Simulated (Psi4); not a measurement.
# One shape, several levels: C6H5N3 (SMILES c1ccc2[nH]nnc2c1)

Wanted: a comparison of 6 runs (HF/def2-SVP, BLYP/def2-SVP, PBE/def2-SVP, SVWN5/def2-SVP, revPBE/def2-SVP, MP2/def2-SVP) of C6H5N3. 

Program for the calculation: Psi4 1.11.

10 further runs of the same task are left out: 10 that didn't finish. Runs told in other sessions of the task aren't counted.

## Step 1: The structure to begin with

The species is C6H5N3 (14 atoms), meant as a singlet with charge 0. SMILES: `c1ccc2[nH]nnc2c1`. The shape is that of a PBE0-D4/def2-TZVP optimisation.

Bond lengths: C1–C2 1.408 Å, C2–C3 1.378 Å, C3–C4 1.394 Å, C4–N5 1.355 Å, N5–N6 1.344 Å, N6–N7 1.278 Å, C4–C8 1.400 Å, N7–C8 1.372 Å, C1–C9 1.376 Å, C8–C9 1.395 Å, C1–H10 1.083 Å, C2–H11 1.084 Å, C3–H12 1.083 Å, N5–H13 1.005 Å, C9–H14 1.083 Å. Some angles: C1–C2–C3 122.1°, C2–C1–C9 121.5°, C2–C3–C4 116.1°, C3–C4–N5 134.7°, C3–C4–C8 122.3°, N5–C4–C8 102.9°, C4–N5–N6 111.0°, N5–N6–N7 109.1°, N6–N7–C8 108.5°, C4–C8–N7 108.4°.

## Step 2: Energy and gradient at HF/def2-SVP (run 1)

File input.dat:

```
memory 2200 mb

molecule {
  C     -0.379890    -1.702040    -0.661110
  C      0.924140    -1.497560    -0.172080
  C      1.330740    -0.286120     0.342800
  C      0.375500     0.728760     0.352340
  N      0.361870     2.022000     0.756260
  N     -0.840950     2.580800     0.541220
  N     -1.617780     1.713310     0.014440
  C     -0.924550     0.538340    -0.130950
  C     -1.318490    -0.695620    -0.648810
  H     -0.643040    -2.676600    -1.054510
  H      1.628790    -2.320500    -0.202590
  H      2.336470    -0.138800     0.716680
  H      1.091280     2.576540     1.168810
  H     -2.324120    -0.842490    -1.022510
  symmetry c1
}

set {
  basis         def2-SVP
  puream        true
  e_convergence 1e-09
  d_convergence 1e-08
  scf_type      direct
}

E, wfn = gradient("scf", return_wfn=True)
print_variables()
```

Run with:

```console
psi4 -n 1 input.dat output.dat
```

output.dat:

```text
[...]
  Running in c1 symmetry.
[...]
  Nuclear repulsion =  409.046974599031330
[...]
  Multiplicity = 1
[...]
  Nalpha       = 31
  Nbeta        = 31
[...]
    Number of basis functions: 151
[...]
   @DF-RHF iter   1:  -392.97442425426510    1.39228e-01   3.09896e-03 ADIIS/DIIS
[...]
   @RHF iter  20:  -393.12230352352447   -1.53477e-11   9.22380e-09 DIIS
[...]
  @RHF Final Energy:  -393.12230352352447
   => Energetics <=
    Nuclear Repulsion Energy =            409.0469745990313299
    One-Electron Energy =               -1342.9346038825092364
    Two-Electron Energy =                 540.7653257599534982
    Total Energy =                       -393.1223035235244652
[...]
 Multipole Moments:
 ------------------------------------------------------------------------------------
     Multipole            Electronic (a.u.)      Nuclear  (a.u.)        Total (a.u.)
 ------------------------------------------------------------------------------------
 L = 1.  Multiply by 2.5417464519 to convert [e a0] to [Debye]
 Dipole X            :         -1.6020068            3.0325052            1.4304984
 Dipole Y            :          4.4471781           -5.1742823           -0.7271042
 Dipole Z            :          0.8828419           -0.6468155            0.2360264
 Magnitude           :                                                    1.6219478
[...]
  -Total Gradient:
     Atom            X                  Y                   Z
    ------   -----------------  -----------------  -----------------
       1        0.006451430428     0.001887636237     0.002694429893
       2       -0.005642303504    -0.002085908075    -0.002492960134
       3       -0.004778831265     0.006318877046     0.000439461851
       4        0.012768853881    -0.006891369217     0.001982111825
       5        0.011264505839    -0.012237902182    -0.000200602375
       6        0.007084904096     0.038988825108     0.014619049730
       7       -0.027561544141    -0.025735802180    -0.017097240693
       8       -0.006889266666    -0.007628341741    -0.004654621943
       9        0.001360107729     0.005547672383     0.002196958514
      10       -0.000236733390    -0.001195416329    -0.000455050082
      11        0.000850570032    -0.000947005292    -0.000022814504
      12        0.001490135118     0.000005925705     0.000486946118
[...]
```

Wall time 28 s (1 thread of Intel Xeon 6975P-C (Granite Rapids), shared host); peak memory 0.36 GiB.

## Step 3: Energy and forces at BLYP/def2-SVP (run 2)

File c6h5n3.py:

```python
import psi4

psi4.set_memory(2200000000)
psi4.set_num_threads(1)
psi4.set_output_file('run.log', False)

molecule = psi4.geometry("""
0 1
C     -0.379890    -1.702040    -0.661110
C      0.924140    -1.497560    -0.172080
C      1.330740    -0.286120     0.342800
C      0.375500     0.728760     0.352340
N      0.361870     2.022000     0.756260
N     -0.840950     2.580800     0.541220
N     -1.617780     1.713310     0.014440
C     -0.924550     0.538340    -0.130950
C     -1.318490    -0.695620    -0.648810
H     -0.643040    -2.676600    -1.054510
H      1.628790    -2.320500    -0.202590
H      2.336470    -0.138800     0.716680
H      1.091280     2.576540     1.168810
H     -2.324120    -0.842490    -1.022510
symmetry c1
no_reorient
no_com
""")

options = {'puream': True, 'e_convergence': 1e-09, 'd_convergence': 1e-08, 'scf_type': 'direct', 'dft_radial_points': 99, 'dft_spherical_points': 590}
psi4.set_options(options)

E, wfn = psi4.gradient("blyp/def2-SVP", molecule=molecule, return_wfn=True)
psi4.oeprop(wfn, "QUADRUPOLE", "WIBERG_LOWDIN_INDICES", "MAYER_INDICES", title="BLYP")
print('gradient / Eh bohr^-1')
print(E.np.round(6))
print(f'energy = {wfn.energy():.10f} Eh')
```

Run with:

```console
python c6h5n3.py
```

run.log:

```text
[...]
  Running in c1 symmetry.
[...]
  Nuclear repulsion =  409.046974599031330
[...]
  Multiplicity = 1
[...]
  Nalpha       = 31
  Nbeta        = 31
[...]
    Number of basis functions: 151
[...]
   @DF-RKS iter   1:  -394.83557727636031    6.78077e-01   6.64170e-03 DIIS/ADIIS
[...]
   @RKS iter  22:  -395.44395788044852   -2.72848e-12   2.66028e-09 DIIS
[...]
    Orbital Energies [Eh]
    ---------------------
    Doubly Occupied:
       1A    -14.099962     2A    -14.070937     3A    -14.029871
       4A     -9.969695     5A     -9.946448     6A     -9.942482
       7A     -9.936756     8A     -9.934142     9A     -9.930924
      10A     -1.002120    11A     -0.817913    12A     -0.780997
      13A     -0.695679    14A     -0.676751    15A     -0.581564
      16A     -0.578031    17A     -0.558179    18A     -0.498803
      19A     -0.467712    20A     -0.423570    21A     -0.417559
      22A     -0.404314    23A     -0.397800    24A     -0.333538
      25A     -0.323952    26A     -0.321482    27A     -0.286271
      28A     -0.279232    29A     -0.226327    30A     -0.213850
      31A     -0.208915
[...]
  @RKS Final Energy:  -395.44395788044852
   => Energetics <=
    Nuclear Repulsion Energy =            409.0469745990313299
    One-Electron Energy =               -1344.6950057996882606
    Two-Electron Energy =                 595.2433437149499014
    DFT Exchange-Correlation Energy =     -55.0392703947414503
    Empirical Dispersion Energy =           0.0000000000000000
    VV10 Nonlocal Energy =                  0.0000000000000000
    Total Energy =                       -395.4439578804485222
[...]
  -Total Gradient:
     Atom            X                  Y                   Z
    ------   -----------------  -----------------  -----------------
       1       -0.001059283927     0.009770090127     0.002739091967
       2       -0.003710132549     0.010003358285     0.001952830626
       3       -0.008111147630    -0.004001273197    -0.003903924385
       4       -0.011860422310     0.003608193137    -0.002719434453
       5       -0.013117896853    -0.003534853966    -0.005387373528
       6        0.007050778484    -0.032936872389    -0.008104746742
       7        0.026734375273     0.004526930582     0.010131594061
       8        0.010424686711     0.001927283873     0.003999002307
       9        0.009196283677    -0.000233080474     0.002921709212
      10        0.002655014782     0.010257338433     0.004102824669
      11       -0.007291722823     0.008666252945     0.000362720383
      12       -0.010269008696    -0.001626408541    -0.003856064543
[...]
```

The script printed:

```text
gradient / Eh bohr^-1
[[-0.001059  0.00977   0.002739]
 [-0.00371   0.010003  0.001953]
 [-0.008111 -0.004001 -0.003904]
 [-0.01186   0.003608 -0.002719]
 [-0.013118 -0.003535 -0.005387]
 [ 0.007051 -0.032937 -0.008105]
 [ 0.026734  0.004527  0.010132]
 [ 0.010425  0.001927  0.003999]
 [ 0.009196 -0.000233  0.002922]
 [ 0.002655  0.010257  0.004103]
 [-0.007292  0.008666  0.000363]
 [-0.010269 -0.001626 -0.003856]
 [-0.010865 -0.007468 -0.005894]
 [ 0.010233  0.001041  0.003659]]
energy = -395.4439578804 Eh
```

It took 74 s on 1 thread of Intel Xeon 6975P-C (Granite Rapids), shared host; peak memory 1.6 GiB.

Runs 3 to 4 aren't shown in full; the table further down has their settings and results.

## Step 4: A single-point energy at revPBE/def2-SVP (run 5)

File c6h5n3.xyz:

```xyz
14
C6H5N3
C     -0.379890    -1.702040    -0.661110
C      0.924140    -1.497560    -0.172080
C      1.330740    -0.286120     0.342800
C      0.375500     0.728760     0.352340
N      0.361870     2.022000     0.756260
N     -0.840950     2.580800     0.541220
N     -1.617780     1.713310     0.014440
C     -0.924550     0.538340    -0.130950
C     -1.318490    -0.695620    -0.648810
H     -0.643040    -2.676600    -1.054510
H      1.628790    -2.320500    -0.202590
H      2.336470    -0.138800     0.716680
H      1.091280     2.576540     1.168810
H     -2.324120    -0.842490    -1.022510
```

File run.py:

```python
import psi4

psi4.set_memory(2200000000)
psi4.set_num_threads(1)
psi4.set_output_file('c6h5n3.out', False)

with open('c6h5n3.xyz') as f:
    atoms = ''.join(f.readlines()[2:])
molecule = psi4.geometry('0 1\n' + atoms + 'symmetry c1')

psi4.set_options({
    'basis': 'def2-SVP',
    'puream': True,
    'e_convergence': 1e-09,
    'd_convergence': 1e-08,
    'scf_type': 'direct',
    'dft_radial_points': 99,
    'dft_spherical_points': 590,
})

result, w = psi4.energy("REVPBE", return_wfn=True)
print('E =', round(result, 9))
for k, v in sorted(psi4.core.scalar_variables().items()):
    print(f'{k:45s} {v:18.10f}')
```

Run with:

```console
python run.py
```

c6h5n3.out:

```text
[...]
  Running in c1 symmetry.
[...]
  Nuclear repulsion =  409.046974599031330
[...]
  Multiplicity = 1
[...]
  Nalpha       = 31
  Nbeta        = 31
[...]
    Number of basis functions: 151
[...]
   @DF-RKS iter   1:  -394.96397731740041    6.33197e-01   6.17949e-03 ADIIS/DIIS
[...]
   @RKS iter  21:  -395.48794286619437   -8.86757e-12   9.57812e-09 DIIS
[...]
    Orbital Energies [Eh]
    ---------------------
    Doubly Occupied:
       1A    -14.090607     2A    -14.059298     3A    -14.018879
       4A     -9.955491     5A     -9.932079     6A     -9.928470
       7A     -9.922746     8A     -9.920043     9A     -9.916874
      10A     -1.016853    11A     -0.830025    12A     -0.793257
      13A     -0.706952    14A     -0.687216    15A     -0.590901
      16A     -0.586541    17A     -0.567189    18A     -0.506247
      19A     -0.474808    20A     -0.431820    21A     -0.423557
      22A     -0.409681    23A     -0.402831    24A     -0.337389
      25A     -0.329212    26A     -0.328062    27A     -0.293511
      28A     -0.284637    29A     -0.233593    30A     -0.220782
      31A     -0.215228
[...]
  @RKS Final Energy:  -395.48794286619437
   => Energetics <=
    Nuclear Repulsion Energy =            409.0469745990313299
    One-Electron Energy =               -1344.5121276216032129
    Two-Electron Energy =                 595.0346649590804873
    DFT Exchange-Correlation Energy =     -55.0574548027028996
    Empirical Dispersion Energy =           0.0000000000000000
    VV10 Nonlocal Energy =                  0.0000000000000000
    Total Energy =                       -395.4879428661943734
[...]
 Multipole Moments:
 ------------------------------------------------------------------------------------
     Multipole            Electronic (a.u.)      Nuclear  (a.u.)        Total (a.u.)
 ------------------------------------------------------------------------------------
 L = 1.  Multiply by 2.5417464519 to convert [e a0] to [Debye]
 Dipole X            :         -1.6684030            3.0325052            1.3641022
 Dipole Y            :          4.5653812           -5.1742823           -0.6089011
 Dipole Z            :          0.8985518           -0.6468155            0.2517363
 Magnitude           :                                                    1.5148949
[...]
```

The script printed:

```text
E = -395.487942866
CURRENT ENERGY                                   -395.4879428662
CURRENT REFERENCE ENERGY                         -395.4879428662
DD SOLVATION ENERGY                                 0.0000000000
DFT FUNCTIONAL TOTAL ENERGY                      -395.4879428662
DFT TOTAL ENERGY                                 -395.4879428662
DFT VV10 ENERGY                                     0.0000000000
DFT XC ENERGY                                     -55.0574548027
GRID ELECTRONS ALPHA                               31.0000006417
GRID ELECTRONS BETA                                31.0000006417
GRID ELECTRONS TOTAL                               62.0000012833
NUCLEAR REPULSION ENERGY                          409.0469745990
ONE-ELECTRON ENERGY                             -1344.5121276216
PCM POLARIZATION ENERGY                             0.0000000000
PE ENERGY                                           0.0000000000
SCF ITERATION ENERGY                             -395.4879428662
SCF ITERATIONS                                     21.0000000000
SCF TOTAL ENERGY                                 -395.4879428662
TWO-ELECTRON ENERGY                               595.0346649591
XC GRID RADIAL POINTS                              99.0000000000
XC GRID SPHERICAL POINTS                          590.0000000000
XC GRID TOTAL POINTS                           752513.0000000000
```

It took 60 s on 1 thread of Intel Xeon 6975P-C (Granite Rapids), shared host; peak memory 1.6 GiB.

## Step 5: The energy at MP2/def2-SVP (run 6)

File calc.in:

```
memory 2.2 GB

molecule m {
  C
  C 1 R2
  C 2 R3 1 A3
  C 3 R4 2 A4 1 D4
  N 4 R5 3 A5 2 D5
  N 5 R6 4 A6 3 D6
  N 6 R7 5 A7 4 D7
  C 7 R8 6 A8 5 D8
  C 1 R9 2 A9 3 D9
  H 1 R10 9 A10 8 D10
  H 2 R11 3 A11 4 D11
  H 3 R12 2 A12 11 D12
  H 5 R13 6 A13 7 D13
  H 9 R14 1 A14 10 D14

  R2 = 1.407642
  R3 = 1.377684
  A3 = 122.07183
  R4 = 1.393756
  A4 = 116.14075
  D4 = 0.00026
  R5 = 1.354919
  A5 = 134.74471
  D5 = -179.99963
  R6 = 1.343605
  A6 = 110.99317
  D6 = -179.99927
  R7 = 1.278085
  A7 = 109.1353
  D7 = -0.0009
  R8 = 1.371955
  A8 = 108.53293
  D8 = 0.00026
  R9 = 1.376228
  A9 = 121.49832
  D9 = -0.00095
  R10 = 1.083411
  A10 = 119.69665
  D10 = -179.99897
  R11 = 1.083832
  A11 = 119.09804
  D11 = 179.99931
  R12 = 1.083043
  A12 = 121.51294
  D12 = -0.00072
  R13 = 1.004864
  A13 = 119.07891
  D13 = -179.99837
  R14 = 1.082827
  A14 = 122.08076
  D14 = 0.00021
  symmetry c1
}

set basis def2-SVP
set puream true
set e_convergence 1e-09
set d_convergence 1e-08
set scf_type direct
set num_frozen_docc 9
set mp2_type conv

energy_value, wavefunction = energy("mp2", return_wfn=True)
```

Run with:

```console
psi4 calc.in calc.out -n 1
```

calc.out:

```text
[...]
  Running in c1 symmetry.
[...]
  Nuclear repulsion =  409.047006080333347
[...]
  Multiplicity = 1
[...]
  Nalpha       = 31
  Nbeta        = 31
[...]
    Number of basis functions: 151
[...]
   @DF-RHF iter   1:  -392.97442425038855    1.39230e-01   3.09896e-03 ADIIS/DIIS
[...]
   @RHF iter  20:  -393.12230352399399   -1.56888e-11   9.22380e-09 DIIS
[...]
    Orbital Energies [Eh]
    ---------------------
    Doubly Occupied:
       1A    -15.653218     2A    -15.652393     3A    -15.598250
       4A    -11.292646     5A    -11.263082     6A    -11.259370
       7A    -11.257800     8A    -11.256229     9A    -11.245865
      10A     -1.444655    11A     -1.207200    12A     -1.165531
      13A     -1.049711    14A     -1.025367    15A     -0.886155
      16A     -0.866272    17A     -0.843155    18A     -0.756801
      19A     -0.720288    20A     -0.660517    21A     -0.656841
      22A     -0.635235    23A     -0.627615    24A     -0.547757
      25A     -0.545272    26A     -0.515329    27A     -0.502871
      28A     -0.455745    29A     -0.436687    30A     -0.341187
      31A     -0.332932
[...]
  @RHF Final Energy:  -393.12230352399399
   => Energetics <=
    Nuclear Repulsion Energy =            409.0470060803333467
    One-Electron Energy =               -1342.9346665431116890
    Two-Electron Energy =                 540.7653569387842936
    Total Energy =                       -393.1223035239939918
[...]
 Multipole Moments:
 ------------------------------------------------------------------------------------
     Multipole            Electronic (a.u.)      Nuclear  (a.u.)        Total (a.u.)
 ------------------------------------------------------------------------------------
 L = 1.  Multiply by 2.5417464519 to convert [e a0] to [Debye]
 Dipole X            :          0.0000247           -0.0000303           -0.0000056
 Dipole Y            :         -4.7792136            5.7469960            0.9677825
 Dipole Z            :         -0.5313622            1.8329423            1.3015801
 Magnitude           :                                                    1.6219475
[...]
	SCS-MP2 Total Energy (a.u.)        :  -394.33532336573131
	SOS-MP2 Total Energy (a.u.)        :  -394.22030310715871
	SCSN-MP2 Total Energy (a.u.)       :  -393.72961048925720
[...]
	SOS-PI-MP2 Total Energy (a.u.)     :  -394.40330303768616
[...]
	MP2 Total Energy (a.u.)            :  -394.38236395234895
[...]
```

It took 27 s on 1 thread of Intel Xeon 6975P-C (Granite Rapids), shared host; peak memory 1.4 GiB.

## Step 6: Overview of the runs

| run | level | integration grid | task | energy (Eh) | dipole moment (D) | HOMO energy (eV) | LUMO energy (eV) | wall time |
| --- | --- | --- | --- | --- | --- | --- | --- | --- |
| 1 | HF/def2-SVP | – | gradient | -393.122304 | 4.12 | -9.06 | 2.36 | 28 s |
| 2 | BLYP/def2-SVP | 99 radial × 590 angular | gradient | -395.443958 | 3.81 | -5.68 | -1.81 | 74 s |
| 3 | PBE/def2-SVP | 99 radial × 590 angular | energy | -395.118459 | 3.87 | -5.88 | -2.03 | 63 s |
| 4 | SVWN5/def2-SVP | 99 radial × 590 angular | gradient | -392.194008 | 3.98 | -5.93 | -2.25 | 53 s |
| 5 | revPBE/def2-SVP | 99 radial × 590 angular | energy | -395.487943 | 3.85 | -5.86 | -1.96 | 60 s |
| 6 | MP2/def2-SVP | – | energy | -394.382364 | – | -9.06 | 2.36 | 27 s |

## Step 7: Outcome

| quantity | value |
| --- | --- |
| run 6: total energy | -394.38236 Eh |
| run 6: HOMO energy (Hartree–Fock orbitals) | -9.06 eV |
| run 6: LUMO energy (Hartree–Fock orbitals) | 2.36 eV |
| run 6: HOMO–LUMO gap (Hartree–Fock orbitals) | 11.42 eV |
| run 6: correlation energy (9 core orbitals frozen) | -1260.1 mEh |

Over runs 1, 2, 3, 4, 5 the dipole moment (its size) runs from 3.81 D (BLYP/def2-SVP) to 4.12 D (HF/def2-SVP). Over runs 1, 2, 3, 4, 5 the HOMO–LUMO gap runs from 3.68 eV (SVWN5/def2-SVP) to 11.42 eV (HF/def2-SVP). Exact exchange widens orbital gaps. Totals of different functionals can't be ranked against each other. All runs together took 5.1 min, the longest 74 s.
